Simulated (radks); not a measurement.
**Nuclear size and the levels of Mn**

An exercise on one series of results from a longer session: the logs are not shown, and one member is left open.

Program: radks (a radial shooting solver on a logarithmic mesh, Libxc functionals) version 1. Level of theory: Dirac Kohn-Sham, BLYP, spin-unpolarised, spherical densities, finite nucleus; open shells fill j = l - 1/2 first. These are calculated values, not measurements, unless marked.

**The system**

| Property | Result |
| --- | --- |
| element | manganese (Z = 25) |
| charge | 0 |
| electrons | 25 |
| configuration | [Ar] 3d5 4s2 |
| nuclear rms radius | 3.7057 fm |

The first run:

The run's settings:

```text
Z 25
configuration [Ar] 3d5 4s2 4p0 5s0
relativity Dirac
functional b88,lyp
spin unpolarised
j_filling energy
nucleus finite rms 3.7057 fm
c 137.035999084
```

Steps of the session up to this table: rms radius 3.7057 fm.

One table of the session follows, with a row left open; its other results are not shown here.

It belongs to the step «rms radius 3.7057 fm». From the orbitals of this run (lengths in bohr):

| level | <r> | outermost maximum (interpolated) | 90 % within | nodes |
| --- | --- | --- | --- | --- |
| 3s1/2 | 0.8516 | 0.736 | 1.28 | 2 |
| 3p1/2 | 0.8983 | 0.746 | 1.39 | 1 |
| 3p3/2 | 0.9075 | 0.753 | 1.40 | 1 |
| 3d3/2 | 1.222 | 0.758 | 2.16 | 0 |
| 3d5/2 | 1.229 | 0.761 | 2.18 | 0 |
| 4s1/2 | ? | ? | ? | ? |
| 4p1/2 | 4.597 | 3.43 | 7.37 | 2 |
| 4p3/2 | 4.655 | 3.47 | 7.46 | 2 |

Estimate the missing values for 4s1/2.

As computed: <r>: 3.094; outermost maximum (interpolated): 2.49; 90 % within: 4.74; nodes: 3. In the column «<r>» it lies between 3d5/2 (1.229) and 4p1/2 (4.597).
